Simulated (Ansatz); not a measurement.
# GaH4O2Si radical: a ladder of functionals and wavefunction methods

One table from this session's results is given with a row withheld; the runs are named, their logs left out.

The runs use Ansatz 0.2.0, Gaussian basis; functionals in def2-TZVPP, the program's frozen cores in correlated methods.

Plan: PBE-D4, r2SCAN-D4, PBE0-D4, B3LYP-D4, ωB97X-V, ωB97M-V, B2PLYP; CCSD(T)/def2-TZVPP; MP2/def2-QZVPP; extrapolation to the limit.

**The relaxed structure**

The geometry comes from an earlier relaxation with PBE0-D4 in a triple-zeta def2 set; it is a stationary point, not always the lowest conformer.

SMILES `[OH][Ga][O][SiH3]`, 8 atoms, charge 0, spin multiplicity 2.

Atoms are counted from 1 here; the program's logs count them from 0.

Bond lengths: O1–Ga2 1.794 Å, O1–H5 0.963 Å, Ga2–O3 1.796 Å, O3–Si4 1.635 Å, Si4–H6 1.487 Å, Si4–H7 1.487 Å, Si4–H8 1.491 Å. Angles: Ga2–O1–H5 110.8°, O1–Ga2–O3 115.3°, Ga2–O3–Si4 140.5°, O3–Si4–H6 110.1°, O3–Si4–H7 109.5°, O3–Si4–H8 111.4°, H6–Si4–H7 108.9°, H6–Si4–H8 108.4°, H7–Si4–H8 108.6°.

The first run:

in.yaml reads:

```yaml
crystal:
  periodic: [false, false, false]
  atoms:
    - {symbol: O, position_ang: [-1.642543, 0.383235, 2.619629]}
    - {symbol: Ga, position_ang: [-1.362264, -0.486496, 1.075556]}
    - {symbol: O, position_ang: [0.028854, 0.102523, 0.103641]}
    - {symbol: Si, position_ang: [0.804089, -0.201193, -1.303175]}
    - {symbol: H, position_ang: [-0.989977, 1.081250, 2.742955]}
    - {symbol: H, position_ang: [0.584979, 0.917380, -2.258846]}
    - {symbol: H, position_ang: [2.262122, -0.336712, -1.045966]}
    - {symbol: H, position_ang: [0.314740, -1.459986, -1.933793]}
basis:
  gaussian: {orbitals: def2-TZVPP}
magnetization: {spin_polarized: true, initial_magnetization: 1}
hamiltonian: {xc: pbe, dispersion: d4}
output: {forces: true, orbitals: {seedname: orbitals}}
```

Started as:

```
> ansatz run in.yaml --threads 2 --pin off --events-out ev --progress --plain --max-ram 32768MiB --backend cpu
```

Steps of the session up to this table: PBE-D4 (GGA); r2SCAN-D4 (meta-GGA); PBE0-D4 (hybrid); B3LYP-D4 (hybrid); ωB97X-V (range-separated); ωB97M-V (range-separated); B2PLYP (double hybrid); CCSD(T) in def2-TZVPP; MP2 in def2-QZVPP.

One table of the session follows, with a row left open; its other results are not shown here.

| method | atomisation energy (kJ/mol) |
| --- | --- |
| PBE-D4 | 2582.8 |
| r2SCAN-D4 | 2589.8 |
| PBE0-D4 | 2526.0 |
| B3LYP-D4 | 2552.8 |
| ωB97X-V | 2585.3 |
| ωB97M-V | 2569.9 |
| B2PLYP | 2547.0 |
| HF/def2-TZVPP | 1829.0 |
| MP2/def2-TZVPP | 2590.8 |
| CCSD/def2-TZVPP | ? |
| CCSD(T)/def2-TZVPP | 2524.3 |
| MP2/CBS | 2654.6 |
| CCSD(T)/CBS | 2588.1 |

Q: Estimate the row for CCSD/def2-TZVPP from the others.

As computed: atomisation energy (kJ/mol): 2483.3. In the column «atomisation energy (kJ/mol)» it lies between HF/def2-TZVPP (1829.0) and CCSD(T)/def2-TZVPP (2524.3).

Caveats from the session: Free atoms (2 O, 1 Ga, 1 Si, 4 H) were run apart at each level; the atomisation energy is their sum less the molecule, without zero-point or spin-orbit terms.
